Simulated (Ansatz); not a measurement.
**AsH2+ (singlet): the correlation ladder at scale of all distances = 1.000, cc-pVDZ**

How much of the correlation energy of AsH2+ (singlet) does each wave-function method recover here?

Method: cc-pVDZ, core rule «outside noble gas», up to 14 orbitals frozen; program: Ansatz 0.2.0, Gaussian basis.

To be run: UHF; CCSD(T) on RHF; CCSD(T) on UHF; BCCD(T) on RHF; CISD; CCSDT(Q) on RHF; CCSDT(Q) on UHF; CISDTQ; CCSDTQ on RHF; CASSCF and MRCISD+Q, 2 electrons in 2 orbitals; CASSCF and NEVPT2, 2 electrons in 2 orbitals; CASSCF and MRCISD+Q, 6 electrons in 6 orbitals; CASSCF and NEVPT4(SD), 6 electrons in 6 orbitals; CASSCF and NEVPT2, 6 electrons in 6 orbitals; Full CI.

15 further runs of the same task are left out: 8 that didn't finish, 7 set aside as unsound or not needed.

## Step 1: The geometry

The geometry derives from a PBE0/def2-TZVP stationary point (not a proven minimum). All distances are scaled together. No spin-orbit coupling is included. The filled d shell of As may be among the frozen orbitals whatever the setting's name suggests; the logs give the count.

3 atoms, charge 1, spin multiplicity 1.

Atoms are counted from 1 here; the program's logs count them from 0.

Bond lengths: As1–H2 1.530 Å, As1–H3 1.530 Å. Angles: H2–As1–H3 91.0°.

## Step 2: UHF

in.yaml

```yaml
crystal:
  periodic: [false, false, false]
  atoms:
    - {symbol: As, position_ang: [0.000000, -0.028106, 0.000000]}
    - {symbol: H, position_ang: [0.000000, 1.044592, -1.090899]}
    - {symbol: H, position_ang: [0.000000, 1.044590, 1.090902]}
basis:
  gaussian: {orbitals: cc-pVDZ}
total_charge: 1
magnetization: {spin_polarized: true, initial_magnetization: 0}
hamiltonian: {xc: hf}
output: {orbitals: {seedname: orbitals}}
```

The run is started by

```console
> ansatz run in.yaml --threads 1 --pin off --events-out ev --progress --plain --max-ram 2393MiB
```

Further steps of the session: CCSD(T) on RHF; CCSD(T) on UHF; BCCD(T) on RHF; CISD; CCSDT(Q) on RHF; CCSDT(Q) on UHF; CISDTQ; CCSDTQ on RHF; CASSCF and MRCISD+Q, 2 electrons in 2 orbitals; CASSCF and NEVPT2, 2 electrons in 2 orbitals; CASSCF and MRCISD+Q, 6 electrons in 6 orbitals; CASSCF and NEVPT4(SD), 6 electrons in 6 orbitals; CASSCF and NEVPT2, 6 electrons in 6 orbitals; Full CI.

Before running them: what should the planned runs give, taken together? Wanted: FCI below the RHF energy; RMP2 from FCI; RCCSD from FCI; RCCSD(T) from FCI; RCCSDT(Q) from FCI; NEVPT2 pair from FCI; NEVPT2 valence from FCI; NEVPT4(SD) valence from FCI; T1 diagnostic.

As calculated:

```
                         quantity                                                                    value
         FCI below the RHF energy                                                               -3.2285 eV
                    RMP2 from FCI                                                               +806.8 meV
                   RCCSD from FCI                                                                +74.5 meV
                RCCSD(T) from FCI                                                                +16.8 meV
               RCCSDT(Q) from FCI                                                                 +0.7 meV
             NEVPT2 pair from FCI                                                               +739.2 meV
          NEVPT2 valence from FCI                                                               +490.1 meV
      NEVPT4(SD) valence from FCI                                                                +65.4 meV
levels within 1 kcal/mol (43 meV)  RCCSD(T), BCCD(T), RCCSDT, CISDTQ, RCCSDT(Q), RCCSDTQ, MRCISD+Q valence
                    T1 diagnostic                                                                    0.012
   effectively unpaired electrons                                                                     0.06
```

What this shows: RCCSD(T) lands +16.8 meV from the yardstick (0.5 % of the correlation energy). One determinant dominates. Of the multireference levels listed MRCISD+Q valence comes nearest in total energy (+1.2 meV), which doesn't show that its space is the better one. These misses are within one basis, not against nature.
